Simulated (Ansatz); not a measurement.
**ClH₄OSi₂ radical: one species, many methods**

One table from this session's results is given with a row withheld; the runs are named, their logs left out.

Program: Ansatz 0.2.0, Gaussian basis. Level of theory: functionals in def2-TZVPP, the program's frozen cores in correlated methods. These are calculated values, not measurements.

Levels to be run: LDA (SPW92), PBE-D4, revPBE-D4, BLYP-D4, r2SCAN-D4, B97M-V, PBE0-D4, B3LYP-D4, r2SCANh-D4, r2SCAN0-D4, HSE06-D4, BHLYP-D4, CAM-B3LYP-D4, LC-ωPBE, ωB97X-V, ωB97M-V, B2PLYP, PBE-QIDH; CCSD(T)/def2-SVP; CCSD(T)/def2-TZVPP; MP2/def2-QZVPP; extrapolation to the limit; RPA on PBE.

## The relaxed structure

All runs share one geometry, relaxed beforehand with PBE0-D4 in a triple-zeta def2 set.

SMILES `O[Si]([SiH3])Cl`, 8 atoms, charge 0, spin multiplicity 2.

Atoms are counted from 1 here; the program's logs count them from 0.

Bond lengths: O1–Si2 1.646 Å, O1–H5 0.960 Å, Si2–Si3 2.353 Å, Si2–Cl4 2.079 Å, Si3–H6 1.486 Å, Si3–H7 1.488 Å, Si3–H8 1.485 Å. Angles: Si2–O1–H5 118.3°, O1–Si2–Si3 107.7°, O1–Si2–Cl4 109.1°, Si3–Si2–Cl4 109.3°, Si2–Si3–H6 108.5°, Si2–Si3–H7 111.9°, Si2–Si3–H8 107.2°, H6–Si3–H7 109.8°, H6–Si3–H8 109.5°, H7–Si3–H8 109.9°.

Geometry (Å):

```
O    -0.2484    0.2969   -1.9785
Si   -0.4309   -0.7349   -0.7094
Si   -0.0752    0.4915    1.2666
Cl    0.9937   -2.2422   -0.8475
H    -0.0834   -0.0749   -2.8481
H    -1.1078    1.5564    1.3538
H     1.2816    1.1005    1.3040
H    -0.2374   -0.4504    2.4035
```

Set-up of the first run:

The input, in.yaml:

```yaml
crystal:
  periodic: [false, false, false]
  atoms:
    - {symbol: O, position_ang: [-0.248436, 0.296907, -1.978513]}
    - {symbol: Si, position_ang: [-0.430888, -0.734942, -0.709379]}
    - {symbol: Si, position_ang: [-0.075238, 0.491466, 1.266605]}
    - {symbol: Cl, position_ang: [0.993682, -2.242208, -0.847539]}
    - {symbol: H, position_ang: [-0.083400, -0.074855, -2.848130]}
    - {symbol: H, position_ang: [-1.107766, 1.556440, 1.353834]}
    - {symbol: H, position_ang: [1.281567, 1.100513, 1.303964]}
    - {symbol: H, position_ang: [-0.237420, -0.450423, 2.403457]}
basis:
  gaussian: {orbitals: def2-TZVPP}
magnetization: {spin_polarized: true, initial_magnetization: 1}
hamiltonian: {xc: lda}
output: {orbitals: {seedname: orbitals}}
```

Among the steps run: LDA; PBE-D4 (GGA); revPBE-D4 (GGA); BLYP-D4 (GGA); r2SCAN-D4 (meta-GGA); B97M-V (meta-GGA); PBE0-D4 (hybrid); B3LYP-D4 (hybrid); r2SCANh-D4 (hybrid); r2SCAN0-D4 (hybrid); HSE06-D4 (hybrid); BHLYP-D4 (hybrid); CAM-B3LYP-D4 (range-separated); LC-ωPBE-D4 (range-separated; the results give it without D4); ωB97X-V (range-separated); ωB97M-V (range-separated); B2PLYP (double hybrid); PBE-QIDH (double hybrid).

One table of the session follows, with a row left open; its other results are not shown here.

It belongs to the step «Frontier levels by functional». 

```
  functional  HOMO (eV)  LUMO (eV)  gap (eV)
 LDA (SPW92)      -4.75      -3.77      0.98
      PBE-D4      -4.77      -3.37      1.39
   revPBE-D4      -4.74      -3.25      1.50
     BLYP-D4      -4.57      -3.38      1.19
   r2SCAN-D4      -5.11      -2.97      2.14
      B97M-V      -4.89      -3.48      1.41
     PBE0-D4      -5.90      -2.51      3.39
    B3LYP-D4      -5.63      -2.87      2.75
  r2SCANh-D4      -5.52      -2.67      2.85
  r2SCAN0-D4      -6.15      -2.23      3.91
    HSE06-D4          ?          ?         ?
    BHLYP-D4      -6.86      -1.71      5.15
CAM-B3LYP-D4      -7.08      -1.60      5.48
     LC-ωPBE      -8.47      -0.25      8.23
     ωB97X-V      -7.99      -0.72      7.26
     ωB97M-V      -7.60      -0.90      6.70
```

**Question.** Estimate the row for HSE06-D4.

As computed: HOMO (eV): -5.51; LUMO (eV): -2.89; gap (eV): 2.62. In the column «HOMO (eV)» it lies between r2SCANh-D4 (-5.52) and r2SCAN-D4 (-5.11).
